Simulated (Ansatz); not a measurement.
# [TaOF4]-: the relaxed shape and its frontier levels

What does [TaOF4]- look like as a singlet, and where do its frontier electrons sit?

The runs use Ansatz 0.2.0, Gaussian basis; RKS PBE0-D4/def2-TZVPD.

The runs, in order: relaxation at r2SCAN-D4/def2-SVPD; a search for the lowest solution at PBE0-D4/def2-SVP; a single point at PBE0-D4/def2-TZVPD.

### Step 1. The system as given

6 atoms, charge -1, spin multiplicity 1.

Atoms are counted from 1 here; the program's logs count them from 0.

Bond lengths: Ta1–O2 1.717 Å, Ta1–F3 1.910 Å, Ta1–F4 1.909 Å, Ta1–F5 1.910 Å, Ta1–F6 1.910 Å. Angles: O2–Ta1–F3 107.7°, O2–Ta1–F4 107.7°, O2–Ta1–F5 107.7°, O2–Ta1–F6 107.7°, F3–Ta1–F4 84.8°, F3–Ta1–F5 144.6°, F3–Ta1–F6 84.6°, F4–Ta1–F5 84.7°, F4–Ta1–F6 144.6°, F5–Ta1–F6 84.6°.

Coordinates:

```xyz
6
charge -1, multiplicity 1
Ta    0.0007    0.0007    0.1008
O     0.0029   -0.0067    1.8181
F     1.8189    0.0114   -0.4829
F    -0.0131    1.8219   -0.4727
F    -1.8194   -0.0111   -0.4768
F     0.0100   -1.8162   -0.4866
```

Formally the metal is d0. Ta takes a core potential in the def2 sets. No spin-orbit coupling is included. The ion is computed in the gas phase, without counter-ions or solvent.

The start is a GFN2-xTB geometry.

### Step 2. Optimising with r2SCAN-D4/def2-SVPD

File in.yaml:

```yaml
crystal:
  periodic: [false, false, false]
  atoms:
    - {symbol: Ta, position_ang: [0.000700, 0.000720, 0.100840]}
    - {symbol: O, position_ang: [0.002910, -0.006720, 1.818110]}
    - {symbol: F, position_ang: [1.818880, 0.011390, -0.482930]}
    - {symbol: F, position_ang: [-0.013070, 1.821900, -0.472690]}
    - {symbol: F, position_ang: [-1.819410, -0.011100, -0.476750]}
    - {symbol: F, position_ang: [0.009990, -1.816190, -0.486590]}
basis:
  gaussian: {orbitals: def2-SVPD}
total_charge: -1
hamiltonian: {xc: r2scan, dispersion: d4}
scf: {lower_state_search: "off"}
output: {orbitals: {seedname: orbitals}}
relax: {f_tol: 0.02, max_steps: 100}
```

Launch:

```sh
ansatz run in.yaml --threads 4 --pin off --events-out ev --progress --plain --max-ram 3916MiB
```

Output, shortened:

```text
Functional definition: r2SCAN
  name "r2SCAN"
  cite "Furness, Kaplan, Ning, Perdew & Sun, J. Phys. Chem. Lett. 11, 8208 (2020) doi:10.1021/acs.jpclett.0c02405"
  cite "Furness, Kaplan, Ning, Perdew & Sun, J. Phys. Chem. Lett. 11, 9248 (2020) doi:10.1021/acs.jpclett.0c03077"
  parent r2scan
[...]
1241 factors; their error is unknown
[...]
mean field -14464.46450262 eV, -531.5592661050 hartree, gradient 8.0e-6 eV, S^2 0.000000; 0 other end points of the search recorded, 0 dependent functions left out
[...]
reference -14464.46451650 eV, -531.5592666153 hartree; 29, 29 occupied and 121, 121 virtual orbitals, 1241 factors
relax step   1: F+E_penalty+E_count = -14464.49391390 eV  Δ(F+E_penalty+E_count) = +0.000e0 eV  max|allowed force component| = 2.083e0 eV/Å  Δτ_max = 0.0000 Å  (19 SCF iters, accepted)
[...]
relax step   3: F+E_penalty+E_count = -14464.63082908 eV  Δ(F+E_penalty+E_count) = -1.534e-3 eV  max|allowed force component| = 8.453e-2 eV/Å  Δτ_max = 0.0116 Å  (21 SCF iters, accepted)
[...]
relax step   4: F+E_penalty+E_count = -14464.63092624 eV  Δ(F+E_penalty+E_count) = -9.716e-5 eV  max|allowed force component| = 5.353e-3 eV/Å  Δτ_max = 0.0026 Å  (22 SCF iters, accepted)
Total energy: -14464.63094042 eV, -531.5653825813 hartree
Atom 0 at     0.000117    -0.000193     0.059930 Å, force    -0.000314    -0.000579    -0.005353 eV/Å
Atom 1 at     0.003062    -0.006742     1.807435 Å, force     0.000133     0.000237     0.002908 eV/Å
Atom 2 at     1.873858     0.013370    -0.470018 Å, force    -0.000943     0.000578     0.000657 eV/Å
Atom 3 at    -0.012619     1.876395    -0.459871 Å, force     0.000535    -0.000927     0.000665 eV/Å
Atom 4 at    -1.875425    -0.009946    -0.463699 Å, force     0.000996    -0.000338     0.000581 eV/Å
Atom 5 at     0.011007    -1.872885    -0.473786 Å, force    -0.000406     0.001028     0.000541 eV/Å
Dipole moment:    -0.000372     0.000974    -0.241355 e Å
Checks for a lower state left out: stability, starts, cluster_reference, orbital_swaps, neighbouring_geometries, increment
```

Wall time 9 s (4 threads of Arm Neoverse V2, shared host).

The steps of the relaxation:

```
step  energy from step 1 (eV)  largest force component (eV/Å)
   1                   0.0000                          2.0830
   2                  -0.1354                          0.2152
   3                  -0.1369                          0.0845
   4                  -0.1370                          0.0054
```

Distances of close pairs at the start and the end, largest changes first:

```
  bond  before (Å)  after (Å)  change (Å)
Ta1–F4       1.909      1.947      +0.038
Ta1–F6       1.910      1.947      +0.038
Ta1–F5       1.910      1.947      +0.038
Ta1–F3       1.910      1.947      +0.038
Ta1–O2       1.717      1.748      +0.030
```

Bonds by kind at the end (by distance):

```
bond  count  shortest (Å)  longest (Å)
F–Ta      4         1.947        1.947
O–Ta      1         1.748        1.748
```

### Step 3. Searching for the lowest solution, PBE0-D4/def2-SVP

start.molden holds the orbitals of an earlier run on this state, given as this run's starting guess.

File in.yaml:

```yaml
crystal:
  periodic: [false, false, false]
  atoms:
    - {symbol: Ta, position_ang: [0.000117, -0.000193, 0.059930]}
    - {symbol: O, position_ang: [0.003062, -0.006742, 1.807435]}
    - {symbol: F, position_ang: [1.873858, 0.013370, -0.470018]}
    - {symbol: F, position_ang: [-0.012619, 1.876395, -0.459871]}
    - {symbol: F, position_ang: [-1.875425, -0.009946, -0.463699]}
    - {symbol: F, position_ang: [0.011007, -1.872885, -0.473786]}
basis:
  gaussian: {orbitals: def2-SVP, initial_orbitals: start.molden}
total_charge: -1
hamiltonian: {xc: pbe0, dispersion: d4}
output: {orbitals: {seedname: orbitals}}
```

Launched as before.

Output:

```text
Functional definition: PBE0
  name "PBE0"
  cite "Adamo & Barone, J. Chem. Phys. 110, 6158 (1999) doi:10.1063/1.478522"
  cite "Perdew, Burke & Ernzerhof, Phys. Rev. Lett. 77, 3865 (1996) doi:10.1103/PhysRevLett.77.3865"
  parent pbe
  parameter a = 0.25
  parameter kappa = 0.804
  parameter beta = 0.06672455060314922
  exchange = (1 - a)*pbe_x(kappa = kappa, mu = beta*pi^2/3) + a*exact_x
  correlation = pbe_c(beta = beta)
1065 factors; their error is unknown
mean field evaluation 1: about -14454.6022 eV, gradient 2.5e1 eV
mean field evaluation 2: about -14454.7662 eV, gradient 3.5e-1 eV
mean field evaluation 4: about -14454.9152 eV, gradient 2.2e-1 eV
mean field evaluation 8: about -14343.6884 eV, gradient 2.3e2 eV
mean field evaluation 16: about -14454.9152 eV, gradient 2.2e-1 eV
mean field -14454.91520828 eV, -531.2083360107 hartree, gradient 4.9e-5 eV, S^2 0.000000; 1 other end points of the search recorded, 0 dependent functions left out
reference -14454.91525591 eV, -531.2083377613 hartree; 29, 29 occupied and 73, 73 virtual orbitals, 1065 factors
Total energy: -14455.01700884 eV, -531.2120771123 hartree
```

It took 1.3 s on 4 threads of Arm Neoverse V2, shared host.

Report: HOMO -4.31 eV, LUMO 3.86 eV.

### Step 4. Single point, PBE0-D4/def2-TZVPD

Edit in.yaml of step 3 so:

```diff
@@ -10,5 +10,6 @@
 basis:
-  gaussian: {orbitals: def2-SVP, initial_orbitals: start.molden}
+  gaussian: {orbitals: def2-TZVPD, initial_orbitals: start.molden}
 total_charge: -1
 hamiltonian: {xc: pbe0, dispersion: d4}
+scf: {omitted_lower_state_checks: [starts]}
 output: {orbitals: {seedname: orbitals}}
```

The command is unchanged.

Output:

```text
Functional definition: PBE0
  name "PBE0"
  cite "Adamo & Barone, J. Chem. Phys. 110, 6158 (1999) doi:10.1063/1.478522"
  cite "Perdew, Burke & Ernzerhof, Phys. Rev. Lett. 77, 3865 (1996) doi:10.1103/PhysRevLett.77.3865"
  parent pbe
  parameter a = 0.25
  parameter kappa = 0.804
  parameter beta = 0.06672455060314922
  exchange = (1 - a)*pbe_x(kappa = kappa, mu = beta*pi^2/3) + a*exact_x
  correlation = pbe_c(beta = beta)
these checks for a lower state are left out or cut short: starts
1407 factors; their error is unknown
mean field evaluation 1: about -14464.5243 eV, gradient 2.6e2 eV
mean field evaluation 2: about -14471.1067 eV, gradient 7.7e0 eV
mean field evaluation 4: about -14471.3736 eV, gradient 4.9e-4 eV
mean field -14471.42617895 eV, -531.8151029914 hartree, gradient 4.3e-5 eV, S^2 0.000000; 0 other end points of the search recorded, 0 dependent functions left out
reference -14471.42622669 eV, -531.8151047458 hartree; 29, 29 occupied and 214, 214 virtual orbitals, 1407 factors
Total energy: -14471.52797962 eV, -531.8188440969 hartree
Checks for a lower state left out: starts
```

Wall time 3.2 s (4 threads of Arm Neoverse V2, shared host); peak memory 0.65 GiB.

From the report: HOMO -4.60 eV, LUMO 3.57 eV.

Mulliken charges, from this run's orbitals:

```
atom  value (e)
 Ta1       2.05
  O2      -0.79
  F3      -0.57
  F4      -0.57
  F5      -0.57
  F6      -0.57
```

Largest Mayer bond orders: Ta1–O2 1.82; Ta1–F3 0.69; Ta1–F4 0.69; Ta1–F5 0.69; Ta1–F6 0.69.

Orbitals, density, ELF and potential are computed afterwards from the orbital file.

Frontier orbitals at PBE0-D4/def2-TZVPD, with the share of their density that lies nearest to each atom:

```
orbital  energy (eV)                             lies on
   HOMO        -4.60                    O2 77 %; Ta1 7 %
   LUMO         3.57  Ta1 69 %; 4 F atoms about 7 % each
```

ELF in a plane through or near 4 of the atoms.

Values, 10 rows by 14 columns:
```
0.00 0.00 0.00 0.00 0.00 0.00 0.00 0.00 0.00 0.00 0.00 0.00 0.00 0.00
0.00 0.00 0.00 0.02 0.04 0.04 0.01 0.00 0.04 0.07 0.04 0.01 0.00 0.00
0.00 0.00 0.06 0.25 0.49 0.48 0.11 0.03 0.45 0.59 0.42 0.13 0.01 0.00
0.00 0.01 0.19 0.70 0.64 0.77 0.46 0.18 0.82 0.24 0.82 0.38 0.05 0.00
0.00 0.01 0.10 0.45 0.74 0.54 0.31 0.56 0.30 0.67 0.51 0.14 0.01 0.00
0.00 0.00 0.00 0.03 0.07 0.11 0.72 0.84 0.31 0.17 0.11 0.03 0.00 0.00
0.00 0.01 0.14 0.60 0.82 0.81 0.35 0.11 0.73 0.54 0.83 0.43 0.06 0.00
0.00 0.00 0.11 0.52 0.83 0.83 0.48 0.04 0.64 0.84 0.73 0.30 0.04 0.00
0.00 0.00 0.02 0.12 0.28 0.30 0.10 0.01 0.14 0.25 0.17 0.06 0.00 0.00
0.00 0.00 0.00 0.00 0.00 0.00 0.00 0.00 0.00 0.00 0.00 0.00 0.00 0.00
```
The map spans 7.9 Å across and 7.9 Å up, centred on the molecule. Atoms in the plane (x, y in Å): F3 (1.3, 1.4), F4 (-1.4, 1.3), F5 (-1.3, -1.4), F6 (1.4, -1.3).

log10 of the density (e/Å³) in the same plane.

Values, 10 rows by 14 columns:
```
-4.0 -4.0 -4.0 -4.0 -3.9 -3.9 -4.0 -4.0 -3.8 -3.8 -3.9 -4.0 -4.0 -4.0
-4.0 -4.0 -3.2 -2.6 -2.3 -2.3 -2.6 -2.7 -2.3 -2.1 -2.4 -2.9 -3.6 -4.0
-4.0 -3.2 -2.2 -1.4 -0.9 -0.9 -1.4 -1.6 -0.9 -0.6 -1.1 -1.8 -2.8 -3.8
-3.8 -2.7 -1.6 -0.3  0.9  0.8 -0.4 -0.7  0.4  1.3  0.3 -1.1 -2.3 -3.4
-3.9 -2.9 -1.9 -0.8  0.0  0.0  0.0  0.2 -0.1  0.0 -0.6 -1.5 -2.5 -3.5
-4.0 -3.2 -2.3 -1.5 -0.9 -0.5  0.4  0.6  0.0 -0.7 -1.1 -1.8 -2.7 -3.6
-3.9 -2.9 -1.8 -0.6  0.6  0.7 -0.2 -0.5  0.2  1.0  0.3 -1.0 -2.2 -3.3
-4.0 -3.0 -1.9 -0.8  0.2  0.3 -0.6 -1.2 -0.3  0.2 -0.3 -1.3 -2.4 -3.4
-4.0 -3.6 -2.6 -1.9 -1.4 -1.3 -1.7 -2.1 -1.7 -1.4 -1.7 -2.2 -3.0 -4.0
-4.0 -4.0 -3.9 -3.3 -3.0 -3.0 -3.2 -3.4 -3.2 -3.1 -3.3 -3.7 -4.0 -4.0
```
The map spans 7.9 Å across and 7.9 Å up, centred on the molecule. Atoms in the plane (x, y in Å): F3 (1.3, 1.4), F4 (-1.4, 1.3), F5 (-1.3, -1.4), F6 (1.4, -1.3).

On the surface of density 0.002 e/bohr³ the electrostatic potential runs, from the 1st to the 99th percentile, from -5.25 V near O2 to -1.59 V near Ta1.

### Step 5. Summary of results

| quantity | value |
| --- | --- |
| point group | C4v |
| near neighbours of the metal | O 1.75, F 1.95, F 1.95, F 1.95, F 1.95 Å |
| HOMO, LUMO at PBE0-D4/def2-TZVPD | -4.60, 3.57 eV |
| charge on the metal (Mulliken, PBE0-D4/def2-TZVPD) | +2.05 e |

In words: The molecule keeps its bonding pattern by the stored test; the atoms moved 0.05 Å (rms). The metal has 5 near neighbours by the distance rule, from 1.75 to 1.95 Å. The Mulliken charge of the metal, +2.05 e, depends on the basis and isn't its oxidation state. No usable vibrations, so a minimum isn't proven. The HOMO lies nearest to O2 77 %; Ta1 7 % and the LUMO to Ta1 69 %; 4 F atoms about 7 % each. Whether this spin is the lowest isn't tested here.
